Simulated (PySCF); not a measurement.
# C7H7F3O: the cost of one run

Programs: PySCF 2.14.0, with density-fitted response routines of our own. Each step states its level of theory. These are calculated values for one molecule, in the gas phase or a continuum, unless marked as measured. Atoms count from 0, in the outputs and in this text.

### Step 1. The molecule as given

18 atoms, charge 0, multiplicity 1; geometry from: GFN2-xTB. The atoms were then displaced at random by about 0.01 Å, so the start is not that level's minimum.

Bonds of the start (Å): C0–C1 1.34, C1–C2 1.51, C2–C3 1.47, C3–C4 1.33, C3–C5 1.50, C5–O6 1.20, C5–C7 1.54, C7–F8 1.36, C7–F9 1.36, C7–F10 1.34, C0–H11 1.10, C0–H12 1.02, C1–H13 1.07, C2–H14 1.09, C2–H15 1.08, C4–H16 1.07, C4–H17 1.07.

### Step 2. Optimising the geometry at PBE0-D3(BJ)/def2-SVP

The job: settings as JSON, then the geometry in Å.

```
{"job": {"xc": "PBE0", "basis": "def2-SVP", "d3": "d3bj", "grid": 1, "shake": 0.01, "kind": "geom"}, "charge": 0, "multiplicity": 1}
C      3.231530     0.080010    -0.151140
C      2.039490    -0.231310    -0.677620
C      0.829400     0.668630    -0.714630
C     -0.313940     0.103010     0.008400
C     -0.257070    -0.856270     0.934690
C     -1.631240     0.690400    -0.413720
O     -1.767440     1.414200    -1.355240
C     -2.861400     0.343560     0.451500
F     -2.685650     0.630110     1.774340
F     -3.199810    -0.967820     0.399320
F     -3.952750     1.021610     0.066370
H      3.382350     1.069430     0.306280
H      4.025070    -0.554270    -0.178410
H      1.884540    -1.196280    -1.121490
H      1.088920     1.627110    -0.256760
H      0.557140     0.876140    -1.735540
H     -1.097910    -1.262070     1.454410
H      0.701220    -1.238510     1.223500
```

Run with:

```console
> OMP_NUM_THREADS=1 python probes_run.py task.json out
```

The driver reads the jobs from task.json and runs them one after another.

Q: Estimate the wall time and peak memory of this first job on 1 thread of Arm Neoverse N1, shared host.

About 5.4 min, with a peak of 0.84 GiB.
